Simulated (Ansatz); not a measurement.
# CH8BPSSi: inversion of the pyramid at P1, part 2 of 2

Wanted: the energy profile along the inversion of the pyramid at P1, from relaxed end points and a band of images. SMILES of the start: PBC[SiH2]S.

Ansatz 0.2.0; RKS BLYP/def2-SVP.

## Step 6: Vibrations at the top

The geometry is the highest inner image of the first converged band.

The input, input.yaml:

```yaml
crystal:
  periodic: [false, false, false]
  atoms:
    - { symbol: P, position_ang: [-2.219176, 0.689047, -0.072543] }
    - { symbol: B, position_ang: [-1.029041, -0.542335, 0.544511] }
    - { symbol: C, position_ang: [0.404809, -0.193116, 1.090938] }
    - { symbol: Si, position_ang: [1.768119, -0.440419, -0.232073] }
    - { symbol: S, position_ang: [1.654564, 1.037542, -1.833131] }
    - { symbol: H, position_ang: [-2.041591, 2.091738, -0.105148] }
    - { symbol: H, position_ang: [-3.478318, 0.373049, -0.627716] }
    - { symbol: H, position_ang: [-1.434387, -1.681614, 0.443882] }
    - { symbol: H, position_ang: [0.517649, 0.845896, 1.463613] }
    - { symbol: H, position_ang: [0.678713, -0.887583, 1.916828] }
    - { symbol: H, position_ang: [1.706366, -1.84194, -0.766727] }
    - { symbol: H, position_ang: [3.124032, -0.208004, 0.366105] }
    - { symbol: H, position_ang: [0.368862, 0.723039, -2.173737] }
basis:
  gaussian: { orbitals: def2-SVP }
hamiltonian:
  xc: blyp
phonons: {}
```

Started as:

```
> ansatz run input.yaml --threads 2 --pin off --max-ram 3072MiB --backend cpu --events-out ev --progress --plain --runs-dir out
```

Log (excerpt; [...] marks lines left out):

```text
Warning: RAYON_NUM_THREADS=2 ignored (pool sized by the plan → 2); use --threads N
[...]
Functional definition: BLYP
[...]
1384 factors; their error is unknown
[...]
mean field -29833.84392112 eV, -1096.3735419953 hartree, gradient 5.4e-5 eV, S^2 0.000000; 0 other end points of the search recorded, 0 dependent functions left out
[...]
reference -29833.84429854 eV, -1096.3735558655 hartree; 32, 32 occupied and 90, 90 virtual orbitals, 1384 factors
[...]
1384 factors; their error is unknown
mean field -29833.84381603 eV, -1096.3735381335 hartree, gradient 1.7e-6 eV, S^2 0.000000; 0 other end points of the search recorded, 0 dependent functions left out
[...]
reference -29833.84419338 eV, -1096.3735520010 hartree; 32, 32 occupied and 90, 90 virtual orbitals, 1384 factors
[...]
1384 factors; their error is unknown
mean field -29833.84383532 eV, -1096.3735388424 hartree, gradient 2.4e-6 eV, S^2 0.000000; 0 other end points of the search recorded, 0 dependent functions left out
[...]
WARN: phonons: modes at or below zero, which the zero-point energy, F, S and C_V leave out: 1, the lowest at -442.34 cm⁻¹. A minimum has none, and a first-order saddle one
[...]
Atom 5 at    -2.041591     2.091738    -0.105148 Å, force    -0.003236    -0.000591     0.001218 eV/Å
Atom 6 at    -3.478318     0.373049    -0.627716 Å, force     0.002884    -0.008081     0.000231 eV/Å
Atom 7 at    -1.434387    -1.681614     0.443882 Å, force    -0.005713     0.002021    -0.006021 eV/Å
Atom 8 at     0.517649     0.845896     1.463613 Å, force    -0.004212    -0.002910    -0.003108 eV/Å
Atom 9 at     0.678713    -0.887583     1.916828 Å, force    -0.004932    -0.005191    -0.001239 eV/Å
Atom 10 at     1.706366    -1.841940    -0.766727 Å, force    -0.001615    -0.000948     0.004047 eV/Å
Atom 11 at     3.124032    -0.208004     0.366105 Å, force     0.001782    -0.000379    -0.003956 eV/Å
Atom 12 at     0.368862     0.723039    -2.173737 Å, force    -0.003902     0.003671     0.007538 eV/Å
Dipole moment:    -0.354172     0.072049     0.134252 e Å
Vibrations: -442.34 46.26 72.47 145.47 189.46 222.80 242.66 438.59 464.81 495.66 555.26 613.18 658.69 683.04 734.63 786.75 811.87 851.61 919.80 926.77 1012.21 1030.39 1054.43 1152.90 1366.55 2150.08 2164.53 2443.55 2483.93 2547.59 2551.33 2946.54 3011.84 cm⁻¹, zero-point energy 2.217808 eV
```

Wall time 80 s (2 threads of Intel Xeon Platinum 8488C (Sapphire Rapids), shared host); peak memory 0.18 GiB.

Of 33 modes, 1 is imaginary by more than 30 cm⁻¹ (442i cm⁻¹).

## Step 7: Another band, settings changed

crystal.atoms is end A as relaxed above, and neb.final_atoms is end B, turned to lie on A. With 9 inner images the band has 11 in all.

The input, input.yaml:

```yaml
crystal:
  periodic: [false, false, false]
  atoms:
    - { symbol: P, position_ang: [-2.410025, 0.781398, 0.42316] }
    - { symbol: B, position_ang: [-1.058044, -0.540084, 0.65142] }
    - { symbol: C, position_ang: [0.396111, -0.222825, 1.122542] }
    - { symbol: Si, position_ang: [1.660033, -0.365416, -0.316474] }
    - { symbol: S, position_ang: [1.434319, 1.161687, -1.860881] }
    - { symbol: H, position_ang: [-1.683109, 1.869147, -0.163522] }
    - { symbol: H, position_ang: [-3.082574, 0.317132, -0.75354] }
    - { symbol: H, position_ang: [-1.411271, -1.695447, 0.511166] }
    - { symbol: H, position_ang: [0.543949, 0.790627, 1.550043] }
    - { symbol: H, position_ang: [0.769634, -0.983076, 1.846378] }
    - { symbol: H, position_ang: [1.59733, -1.743233, -0.90563] }
    - { symbol: H, position_ang: [3.037299, -0.112965, 0.217415] }
    - { symbol: H, position_ang: [0.226949, 0.708355, -2.307276] }
basis:
  gaussian: { orbitals: def2-SVP }
hamiltonian:
  xc: blyp
neb:
  order_check: false
  images: 9
  f_tol: 0.05
  max_iterations: 60
  initial_path: idpp
  spring: 20.0
  final_atoms:
    - { symbol: P, position_ang: [-2.14278292, 0.70918711, -0.44792755] }
    - { symbol: B, position_ang: [-1.03443085, -0.51937562, 0.49907988] }
    - { symbol: C, position_ang: [0.38847689, -0.17561637, 1.0399923] }
    - { symbol: Si, position_ang: [1.73588789, -0.41762885, -0.31286667] }
    - { symbol: S, position_ang: [1.64616544, 1.08124296, -1.89150212] }
    - { symbol: H, position_ang: [-2.04803223, 1.92023741, 0.31101607] }
    - { symbol: H, position_ang: [-3.453716, 0.30087868, -0.04578137] }
    - { symbol: H, position_ang: [-1.40497631, -1.67768358, 0.46229023] }
    - { symbol: H, position_ang: [0.51879052, 0.86575409, 1.40102841] }
    - { symbol: H, position_ang: [0.70157607, -0.88365345, 1.8396663] }
    - { symbol: H, position_ang: [1.65351821, -1.81392558, -0.85640583] }
    - { symbol: H, position_ang: [3.09009574, -0.20466416, 0.29395783] }
    - { symbol: H, position_ang: [0.37002855, 0.78054734, -2.27774649] }
```

Started as:

```
> ansatz run input.yaml --threads 2 --pin off --max-ram 3072MiB --backend cpu --events-out ev --progress --plain --runs-dir out
```

Log (excerpt; [...] marks lines left out):

```text
Warning: RAYON_NUM_THREADS=2 ignored (pool sized by the plan → 2); use --threads N
[...]
[... 1 set-up line as earlier in the session ...]
[...]
1384 factors; their error is unknown
[...]
mean field -29834.14582877 eV, -1096.3846368968 hartree, gradient 6.7e-5 eV, S^2 0.000000; 0 other end points of the search recorded, 0 dependent functions left out
[...]
reference -29834.14620245 eV, -1096.3846506294 hartree; 32, 32 occupied and 90, 90 virtual orbitals, 1384 factors
1384 factors; their error is unknown
[...]
mean field -29834.15267657 eV, -1096.3848885488 hartree, gradient 3.0e-5 eV, S^2 0.000000; 0 other end points of the search recorded, 0 dependent functions left out
[...]
reference -29834.15304925 eV, -1096.3849022448 hartree; 32, 32 occupied and 90, 90 virtual orbitals, 1384 factors
NEB end point (image 0): max|allowed force component| = 9.997e-3 eV/Å (the criterion of neb.relax_end_points is 1.000e-2)
[...]
Atom 3 at     1.767939    -0.440139    -0.232042 Å, force    -0.010795     0.004583     0.007057 eV/Å
Atom 4 at     1.653940     1.038091    -1.832813 Å, force     0.009642    -0.003675    -0.007403 eV/Å
Atom 5 at    -2.040744     2.091691    -0.106072 Å, force    -0.003319    -0.000637     0.001190 eV/Å
Atom 6 at    -3.477997     0.373225    -0.627984 Å, force     0.002915    -0.008060     0.000278 eV/Å
Atom 7 at    -1.434849    -1.681610     0.444645 Å, force    -0.005577     0.001919    -0.006049 eV/Å
Atom 8 at     0.517632     0.845465     1.464298 Å, force    -0.004088    -0.002790    -0.003190 eV/Å
Atom 9 at     0.678862    -0.888177     1.916841 Å, force    -0.005026    -0.005060    -0.001132 eV/Å
Atom 10 at     1.706328    -1.841533    -0.767035 Å, force    -0.001530    -0.000988     0.004052 eV/Å
Atom 11 at     3.123917    -0.207550     0.365917 Å, force     0.001708    -0.000416    -0.003805 eV/Å
Atom 12 at     0.368699     0.722611    -2.174235 Å, force    -0.003976     0.003720     0.007805 eV/Å
Dipole moment:    -0.353931     0.071878     0.134025 e Å
this run last wrote the band of iteration 6 to <dir>
```

Wall time 1.8 min (2 threads of Intel Xeon Platinum 8488C (Sapphire Rapids), shared host); peak memory 0.2 GiB.

## Step 8: The band, image by image

Images 0 and 10 are the ends. Energies count from image 0; the path length is the program's own measure over all atoms.

```
image  path (Å)  energy (eV)  sum of angles at P1 (°)  band force (eV/Å)
    0     0.000       0.0000                    302.9                  -
    1     0.227       0.0029                    304.7              0.014
    2     0.454       0.0168                    311.5              0.022
    3     0.682       0.0861                    331.0              0.008
    4     0.909       0.2235                    351.2              0.014
   5*     1.136       0.3019                    360.0              0.012
    6     1.328       0.2429                    354.6              0.011
    7     1.519       0.1191                    339.6              0.018
    8     1.710       0.0257                    321.1              0.025
    9     1.902      -0.0042                    307.8              0.018
   10     2.093      -0.0068                    304.9                  -
```

The star marks the climbing image.

image, energy (eV) and a bar:
```
        0      0.000 #
        1      0.003 #
        2      0.017 ##
        3      0.086 #########
        4      0.223 ######################
        5      0.302 ##############################
        6      0.243 ########################
        7      0.119 ############
        8      0.026 ###
        9     -0.004 
       10     -0.007
```

## Step 9: Another band, settings changed

crystal.atoms is end A as relaxed above, and neb.final_atoms is end B, turned to lie on A. With 4 inner images the band has 6 in all.

Changes to input.yaml since step 7:

```diff
@@ -22,3 +22,3 @@
   order_check: false
-  images: 9
+  images: 4
   f_tol: 0.05
@@ -26,3 +26,3 @@
   initial_path: idpp
-  spring: 20.0
+  climbing: false
   final_atoms:
```

Started as:

```
> ansatz run input.yaml --threads 2 --pin off --max-ram 3072MiB --backend cpu --events-out ev --progress --plain --runs-dir out
```

Log (excerpt; [...] marks lines left out):

```text
Warning: RAYON_NUM_THREADS=2 ignored (pool sized by the plan → 2); use --threads N
[...]
[... 1 set-up line as earlier in the session ...]
[...]
1384 factors; their error is unknown
[...]
mean field -29834.14582877 eV, -1096.3846368968 hartree, gradient 6.7e-5 eV, S^2 0.000000; 0 other end points of the search recorded, 0 dependent functions left out
[...]
reference -29834.14620245 eV, -1096.3846506294 hartree; 32, 32 occupied and 90, 90 virtual orbitals, 1384 factors
1384 factors; their error is unknown
[...]
mean field -29834.15267657 eV, -1096.3848885488 hartree, gradient 3.0e-5 eV, S^2 0.000000; 0 other end points of the search recorded, 0 dependent functions left out
[...]
reference -29834.15304925 eV, -1096.3849022448 hartree; 32, 32 occupied and 90, 90 virtual orbitals, 1384 factors
NEB end point (image 0): max|allowed force component| = 9.997e-3 eV/Å (the criterion of neb.relax_end_points is 1.000e-2)
[...]
Atom 3 at     1.762901    -0.441058    -0.218733 Å, force    -0.008319     0.008130     0.016504 eV/Å
Atom 4 at     1.662294     1.032048    -1.824142 Å, force     0.004637    -0.013433     0.000027 eV/Å
Atom 5 at    -2.044297     2.093775    -0.101029 Å, force    -0.038399    -0.000121     0.096856 eV/Å
Atom 6 at    -3.479304     0.383671    -0.629724 Å, force    -0.041514    -0.013032     0.116380 eV/Å
Atom 7 at    -1.440884    -1.678422     0.450450 Å, force    -0.014331     0.013224     0.008647 eV/Å
Atom 8 at     0.510692     0.848285     1.474022 Å, force    -0.005706    -0.003130    -0.000097 eV/Å
Atom 9 at     0.668454    -0.885603     1.926435 Å, force    -0.006014    -0.008991     0.001089 eV/Å
Atom 10 at     1.704844    -1.843780    -0.750569 Å, force    -0.007329    -0.000556     0.006679 eV/Å
Atom 11 at     3.115050    -0.207009     0.387843 Å, force    -0.002661    -0.001835    -0.002282 eV/Å
Atom 12 at     0.384558     0.703575    -2.182324 Å, force    -0.009050     0.012297     0.005186 eV/Å
Dipole moment:    -0.362579     0.068186     0.161716 e Å
this run last wrote the band of iteration 5 to <dir>
```

Run time: 43 s. Hardware: 2 threads of Intel Xeon Platinum 8488C (Sapphire Rapids), shared host; peak memory 0.19 GiB.

## Step 10: The band, image by image

Images 0 and 5 are the ends. Energies count from image 0; the path length is the program's own measure over all atoms.

```
image  path (Å)  energy (eV)  sum of angles at P1 (°)  band force (eV/Å)
    0     0.000       0.0000                    302.9                  -
    1     0.394       0.0136                    310.9              0.040
    2     0.788       0.1831                    346.3              0.047
    3     1.182       0.2835                    358.4              0.019
    4     1.575       0.0530                    328.1              0.037
    5     1.969      -0.0068                    304.9                  -
```

image, energy (eV) and a bar:
```
        0      0.000 #
        1      0.014 ##
        2      0.183 ####################
        3      0.284 ##############################
        4      0.053 ######
        5     -0.007
```

## Step 11: Results

What follows sums up all 2 parts.

```
                                quantity                                                                    value
                                   end A                                                 10 moves, 0.508 eV lower
                                   end B                                                 14 moves, 0.534 eV lower
            first band: barrier forwards                                                                  0.30 eV
           first band: barrier backwards                                                                  0.31 eV
first band: second end relative to first                                                                -0.007 eV
               first band: highest image                                                   5 of 0 to 10, climbing
             first band: band iterations                                                                        6
              imaginary modes at the top                                                                442i cm⁻¹
                             second band                 top 0.302 eV above image 0, 6 iterations, 9 inner images
             time, first and second band                                                      1.8 min and 1.8 min
                              third band  top 0.284 eV above image 0, 5 iterations, 4 inner images, none climbing
              time, first and third band                                                         1.8 min and 43 s
```

In the first band: the barrier from the first end is 0.30 eV, 12 times kT at 300 K, which at an assumed attempt frequency of 10^13 s⁻¹ means a rate near 10^8 s⁻¹. Both ends agree in energy to 7 meV. One imaginary mode, as a first-order saddle point has. The second band's top agrees with the first's to 1 meV, so the changed settings hardly move the height. The third band's top lies 18 meV below the first's, as a band that doesn't climb stops under the top. These are electronic energies, with no zero-point or thermal terms.
